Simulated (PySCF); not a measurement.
# CBBr2N: the cost of one run

Computed with PySCF 2.14.0, with density-fitted response routines of our own, on a single molecule in the gas phase. Atoms are numbered from 0 throughout.

**1. Starting geometry**

5 atoms, charge 0, multiplicity 1; geometry from: PBE0-D3(BJ)/def2-SVP.

Bonds of the start (Å): N0–C1 1.16, C1–B2 1.53, B2–Br3 1.89, B2–Br4 1.89.

**2. Core-electron binding energies: SCAN, X2C**

The job: settings as JSON, then the geometry in Å.

```
{"job": {"kind": "xps"}, "charge": 0, "multiplicity": 1}
N      2.218279     0.008637    -0.016834
C      1.057765     0.000124    -0.011056
B     -0.475402    -0.009874    -0.005468
Br    -1.394971     1.638490    -0.003829
Br    -1.372167    -1.671116    -0.000563
```

Level: delta-SCF UKS SCAN, pcX-2 on the ionised atom, pcseg-1 elsewhere, spin-free X2C.

Run with:

```sh
$ OMP_NUM_THREADS=1 python probes_run.py task.json out
```

One launch serves the whole session: the jobs run in the order shown.

**Question.** How long does this first job take on 1 thread of Arm Neoverse V1, shared host, and how much memory does it need?

About 11 s, with a peak of 0.45 GiB.
